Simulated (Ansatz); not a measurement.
# GaAsH₄: how energies converge with the basis set

One table from this session's results is given with a row withheld; the runs are named, their logs left out.

Computed with Ansatz 0.2.0, Gaussian basis. Level: one geometry, several basis sets.

The runs, in order: PBE0-D4/def2-SVP; ωB97M-V/def2-SVP; PBE0-D4/def2-QZVPP; ωB97M-V/def2-QZVPP; the functionals' def2-TZVPP values are taken from earlier runs.

**The relaxed structure**

An earlier PBE0-D4 in a triple-zeta def2 set relaxation fixed the geometry.

SMILES `[GaH2][AsH2]`, 6 atoms, charge 0, spin multiplicity 1.

Atoms are counted from 1 here; the program's logs count them from 0.

Bond lengths: Ga1–As2 2.413 Å, Ga1–H3 1.570 Å, Ga1–H4 1.570 Å, As2–H5 1.521 Å, As2–H6 1.521 Å. Angles: As2–Ga1–H3 119.4°, As2–Ga1–H4 119.3°, H3–Ga1–H4 121.1°, Ga1–As2–H5 92.9°, Ga1–As2–H6 92.8°, H5–As2–H6 93.8°.

The first run:

The input, in.yaml:

```yaml
crystal:
  periodic: [false, false, false]
  atoms:
    - {symbol: Ga, position_ang: [-0.387838, -0.930890, -0.200429]}
    - {symbol: As, position_ang: [0.673720, 1.216317, -0.490666]}
    - {symbol: H, position_ang: [0.495710, -2.191731, 0.106259]}
    - {symbol: H, position_ang: [-1.934801, -1.061997, -0.433058]}
    - {symbol: H, position_ang: [1.563546, 1.026114, 0.727561]}
    - {symbol: H, position_ang: [-0.410326, 1.942197, 0.290333]}
basis:
  gaussian: {orbitals: def2-SVP}
hamiltonian: {xc: pbe0, dispersion: d4}
output: {orbitals: {seedname: orbitals}}
```

Launch:

```console
ansatz run in.yaml --threads 2 --pin off --events-out ev --progress --plain --max-ram 4352MiB
```

Steps of the session up to this table: PBE0-D4 in def2-SVP; ωB97M-V in def2-SVP; PBE0-D4 in def2-QZVPP; ωB97M-V in def2-QZVPP.

One of the session's tables, all rows but one given; the rest of the session is left out.

It belongs to the step «Density functionals: the series». 

| functional | basis | HOMO (eV) | LUMO (eV) |
| --- | --- | --- | --- |
| PBE0-D4 | def2-SVP | -7.12 | -1.76 |
| PBE0-D4 | def2-TZVPP | -7.14 | -1.78 |
| PBE0-D4 | def2-QZVPP | -7.16 | -1.81 |
| ωB97M-V | def2-SVP | -9.10 | -0.02 |
| ωB97M-V | def2-TZVPP | -9.15 | -0.07 |
| ωB97M-V | def2-QZVPP | ? | ? |

**Question.** Estimate the row for ωB97M-V, def2-QZVPP.

**Answer.** HOMO (eV): -9.16; LUMO (eV): -0.20. In the column «HOMO (eV)» it is the lowest.
